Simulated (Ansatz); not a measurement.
# TaCl2F3: small, medium and large basis sets

Aim: see how fast density functionals converge with the basis set for TaCl2F3.

Computed with Ansatz 0.2.0, Gaussian basis. Level: one geometry, several basis sets.

Levels to be run: PBE0-D4/def2-SVP; ωB97M-V/def2-SVP; PBE0-D4/def2-QZVPP; ωB97M-V/def2-QZVPP; the functionals' def2-TZVPP values are taken from earlier runs.

## (1) Structure used throughout

All runs share one geometry, relaxed beforehand with PBE0-D4 in a triple-zeta def2 set. Ta takes the def2 core potential; no spin-orbit term is included.

6 atoms, charge 0, spin multiplicity 1.

Atoms are counted from 1 here; the program's logs count them from 0.

Bond lengths: F1–Ta2 1.875 Å, Ta2–F3 1.847 Å, Ta2–F4 1.875 Å, Ta2–Cl5 2.273 Å, Ta2–Cl6 2.273 Å. Angles: F1–Ta2–F3 87.6°, F1–Ta2–F4 175.1°, F1–Ta2–Cl5 91.3°, F1–Ta2–Cl6 91.3°, F3–Ta2–F4 87.6°, F3–Ta2–Cl5 121.5°, F3–Ta2–Cl6 121.5°, F4–Ta2–Cl5 91.3°, F4–Ta2–Cl6 91.3°, Cl5–Ta2–Cl6 117.0°.

## (2) PBE0-D4 in def2-SVP

in.yaml reads:

```yaml
crystal:
  periodic: [false, false, false]
  atoms:
    - {symbol: F, position_ang: [-1.165033, 0.670439, -1.307969]}
    - {symbol: Ta, position_ang: [-0.036072, -0.053795, 0.001881]}
    - {symbol: F, position_ang: [-1.326129, -1.344614, 0.287996]}
    - {symbol: F, position_ang: [0.981889, -0.889145, 1.336314]}
    - {symbol: Cl, position_ang: [1.624331, -0.350411, -1.521135]}
    - {symbol: Cl, position_ang: [-0.036787, 1.903424, 1.156812]}
basis:
  gaussian: {orbitals: def2-SVP}
hamiltonian: {xc: pbe0, dispersion: d4}
output: {orbitals: {seedname: orbitals}}
```

Launch:

```bash
$ ansatz run in.yaml --threads 4 --pin off --events-out ev --progress --plain --max-ram 10444MiB
```

Further steps of the session: ωB97M-V in def2-SVP; PBE0-D4 in def2-QZVPP; ωB97M-V in def2-QZVPP.

Q: Predict the results of all the runs planned. Wanted: PBE0-D4: double and triple zeta above quadruple; ωB97M-V: double and triple zeta above quadruple.

As calculated:

```
                                       quantity           value
PBE0-D4: double and triple zeta above quadruple  20.43, 1.18 eV
ωB97M-V: double and triple zeta above quadruple  20.46, 1.11 eV
```

PBE0-D4 gains 19.25 eV from double to triple zeta, then 1.18 eV more. These are total energies; as a rule much of such shifts cancels in differences, which this series doesn't test.
